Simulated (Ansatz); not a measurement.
# F2H2O2Si: ladder of methods at one geometry, by script

A script is to give a ladder of methods at one geometry; the system is F2H2O2Si. SMILES: O[Si](O)(F)F.

Program: Ansatz 0.2.0 through its Python package. The levels of theory stand in the script. These are calculated values, not measurements.

## 1. The structure

Bond lengths: O1–Si2 1.601 Å, Si2–O3 1.612 Å, Si2–F4 1.557 Å, Si2–F5 1.605 Å, O1–H6 1.034 Å, O3–H7 0.999 Å. Angles: O1–Si2–O3 109.9°, O1–Si2–F4 111.6°, O1–Si2–F5 110.9°, O3–Si2–F4 107.0°, O3–Si2–F5 109.1°, F4–Si2–F5 108.3°, Si2–O1–H6 113.1°, Si2–O3–H7 116.3°.

The script holds or builds the structure itself.

## 2. The code

methods_f2h2o2si.py reads:

```python
'''F2H2O2Si at several levels of theory.'''

from pathlib import Path

import ansatz as az
import numpy as np


def main() -> None:
    geometry_ang = [
        ('O', (-1.0998, 0.5469, 0.9257)),
        ('Si', (-0.0251, -0.0151, -0.1198)),
        ('O', (1.2906, -0.519, 0.6637)),
        ('F', (-0.5784, -1.2363, -0.9112)),
        ('F', (0.3942, 1.1198, -1.1739)),
        ('H', (-1.9521, 0.9151, 0.4715)),
        ('H', (2.0318, -0.8794, 0.0984)),
    ]
    f2h2o2si = az.Crystal.molecule()
    for symbol, xyz in geometry_ang:
        f2h2o2si = f2h2o2si.atom(symbol, xyz)

    setup = f2h2o2si.calculation().basis(gaussian='cc-pVDZ')

    print('functional    E (Ha)        dipole (D)   HOMO (eV)  LUMO (eV)')
    for name in ['lc_wpbe', 'b3lyp', 'hse06', 'pbe', 'pbe0']:
        data = setup.functional(name).forces().orbitals().run(runs_dir='runs').report
        lines = Path(data['orbitals_path']).read_text().splitlines()
        field_of = lambda key: [line.split('=')[1].strip() for line in lines if line.startswith(key)]
        orbitals = [(27.211386 * float(e), s, float(n)) for e, s, n in zip(field_of('Ene='), field_of('Spin='), field_of('Occup='))]
        homo = max(e for e, _, n in orbitals if n > 0.5)
        lumo = min(e for e, _, n in orbitals if n < 0.5)
        dipole = 4.803205 * np.linalg.norm(data['charge_distribution']['dipole_moment_e_ang'])
        print(f'{name:10s} {data["free_energy_ev"] / 27.211386246:14.6f} {dipole:9.3f} {homo:11.3f} {lumo:10.3f}')


if __name__ == '__main__':
    main()
```

## 3. Running it

Run with:

```sh
$ python methods_f2h2o2si.py
```

Standard output:

```text
functional    E (Ha)        dipole (D)   HOMO (eV)  LUMO (eV)
lc_wpbe       -640.745133     0.881     -12.455      2.885
b3lyp         -641.047735     0.794      -9.201      0.051
hse06         -640.545107     0.798      -9.171      0.052
pbe           -640.531531     0.743      -7.609     -0.563
pbe0          -640.565347     0.799      -9.583      0.435
```

Run time: 12 s. Hardware: 1 thread of Arm Neoverse V2, shared host; peak memory 0.23 GiB.

## 4. The runs side by side

The 5 runs, in the order started:

```tsv
run	functional	energy (eV)	SCF cycles	CPU time (s)
1	lc_wpbe	-17435.5633	14	2.1
2	b3lyp	-17443.7975	17	2.5
3	hse06	-17430.1203	17	2.8
4	pbe	-17429.7509	17	1.8
5	pbe0	-17430.6711	17	2.5
```

Totals under unlike functionals or potentials can't be compared directly.

The fields below are those of run 1.

## 5. Pictures from the orbitals

Orbitals, density, ELF and potential are computed afterwards from the orbital file.

Frontier orbitals at LC-ωPBE/cc-pVDZ, with the share of their density that lies nearest to each atom:

```tsv
orbital	energy (eV)	lies on
HOMO-1	-13.02	O1 55 %; O3 17 %; F4, F5 about 10 % each
HOMO	-12.46	O3 61 %; O1 22 %
LUMO	2.89	H6 41 %; H7 17 %; O1 16 %
```

ELF in a plane through or near 5 of the atoms.

Ten even steps from '0' (0.00) to '9' (0.99):
```
0000000000000000000000000000
0000000000000000000000000000
0000000000000000000000000000
0000000000000000000000000000
0000000023320000233200000000
0000000157763002577610000000
0000001278975005798731000000
0000135676676216655765310000
0000368984277117723888630000
0000479997773563777999850000
0000268975431871345798730000
0000014421111121111255200000
0000000000012333100001000000
0000000000013553200000000000
0000000000012443100000000000
0000000000001221000000000000
0000000000000000000000000000
0000000000000000000000000000
0000000000000000000000000000
0000000000000000000000000000
```
The map spans 9.6 Å across and 7.8 Å up, centred on the molecule. Atoms in the plane (x, y in Å): O1 (1.3, 0.8), Si2 (0.0, -0.1), O3 (-1.3, 0.8), H6 (2.2, 0.3), H7 (-2.2, 0.3).

log10 of the density (e/Å³) in the same plane.

Ten even steps from '0' (-4.0) to '9' (1.5):
```
0000000000000000000000000000
0000000000000000000000000000
0000000000000000010000000000
0000000012221111222210000000
0000002234443223444322000000
0000013455555445565543210000
0000234567776556777654320000
0001345678987667898765431000
0001346678987667898766431000
0001346777777887777776431000
0001235666667997666665431000
0000124445566776655444320000
0000112334456666544333210000
0000001123456666543211000000
0000000012345555432100000000
0000000001234444321000000000
0000000000122332210000000000
0000000000001111100000000000
0000000000000000000000000000
0000000000000000000000000000
```
The map spans 9.6 Å across and 7.8 Å up, centred on the molecule. Atoms in the plane (x, y in Å): O1 (1.3, 0.8), Si2 (0.0, -0.1), O3 (-1.3, 0.8), H6 (2.2, 0.3), H7 (-2.2, 0.3).

On the surface of density 0.002 e/bohr³ the electrostatic potential runs, from the 1st to the 99th percentile, from -1.25 V near O3 to 2.95 V near H6.

## 6. What came out

| quantity | value |
| --- | --- |
| runs compared | 5 |
| HOMO-LUMO gap of the mean field (LC-ωPBE/cc-pVDZ) | 15.34 eV |

What this shows: All 5 runs converged (14 to 17 cycles). The geometry is a force-field or estimated start, not a minimum of this method, and the basis set is short of its limit. A lower total doesn't mark the better method: functionals have no common bound, and MP2 and coupled cluster aren't variational. b3lyp holds the VWN-RPA fit, as in Gaussian; the form of ORCA and Turbomole is b3lyp5. Levels such as HOMO and LUMO are orbital energies: with these approximate functionals they aren't the ionisation energy and electron affinity, and their gap isn't the fundamental gap. For Al to Cl the sets with a tight d function, cc-pV(X+d)Z, are usual. hse06 follows the composition of plane-wave codes, whose totals differ by tens of mHa, up to about 0.1 Ha, from the form usual in Gaussian-basis programs (wpbeh).
